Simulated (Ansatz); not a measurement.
# AlH₃OSe (SMILES [AlH2][O][SeH]): single points off equilibrium

The task here is to estimate one member of a computed series from the others.

Program: Ansatz 0.2.0, Gaussian basis. Level of theory: single points in def2-TZVPP. These are calculated values, not measurements.

Cores are frozen in the correlated methods. Filled d shells of the heavier atoms are correlated.

### The system as given

6 atoms, charge 0, spin multiplicity 1.

Atoms are counted from 1 here; the program's logs count them from 0.

Bond lengths: Al1–O2 1.588 Å, Al1–H4 1.579 Å, Al1–H5 1.573 Å, O2–Se3 1.854 Å, Se3–H6 1.475 Å. Angles: O2–Al1–H4 118.3°, O2–Al1–H5 117.8°, H4–Al1–H5 123.8°, Al1–O2–Se3 176.5°, O2–Se3–H6 96.9°.

As a file:

```tsv
atom	x (Å)	y (Å)	z (Å)
Al1	-1.09020	-0.04680	-0.54930
O2	0.23800	-0.20140	0.30690
Se3	1.72550	-0.41680	1.39280
H4	-1.89090	-1.35300	-0.92970
H5	-1.48660	1.39590	-1.03560
H6	2.53780	0.65920	0.79540
```

The first run:

The input, run/in.yaml:

```yaml
crystal:
  periodic: [false, false, false]
  atoms:
    - {symbol: Al, position_ang: [-1.090200, -0.046800, -0.549300]}
    - {symbol: O, position_ang: [0.238000, -0.201400, 0.306900]}
    - {symbol: Se, position_ang: [1.725500, -0.416800, 1.392800]}
    - {symbol: H, position_ang: [-1.890900, -1.353000, -0.929700]}
    - {symbol: H, position_ang: [-1.486600, 1.395900, -1.035600]}
    - {symbol: H, position_ang: [2.537800, 0.659200, 0.795400]}
basis:
  gaussian: {orbitals: def2-TZVPP}
correlation: {method: ccsd_t}
output: {forces: true}
```

The command line of these runs was not kept.

Steps of the session up to this table: CCSD(T)/def2-TZVPP; PBE0-D4/def2-TZVPP; wB97M-V/def2-TZVPP; r2SCAN-D4/def2-TZVPP; PBE-D4/def2-TZVPP; BLYP-D4/def2-TZVPP; r2SCAN0-D4/def2-TZVPP.

One table of the session follows, with a row left open; its other results are not shown here.

| method | RMS force component (eV/Å) | angle to CCSD(T) forces (°) | dipole (D) |
| --- | --- | --- | --- |
| CCSD(T) | 1.499 | reference | 1.45 |
| PBE0-D4 | 1.476 | 3.1 | 1.33 |
| wB97M-V | 1.494 | 1.5 | 1.48 |
| r2SCAN-D4 | 1.429 | 2.0 | 1.29 |
| PBE-D4 | 1.436 | 7.6 | 1.28 |
| BLYP-D4 | ? | ? | ? |
| r2SCAN0-D4 | 1.482 | 4.7 | 1.35 |

**Question.** Estimate the row for BLYP-D4.

**Answer.** RMS force component (eV/Å): 1.387; angle to CCSD(T) forces (°): 10.9; dipole (D): 1.32. In the column «RMS force component (eV/Å)» it is the lowest.
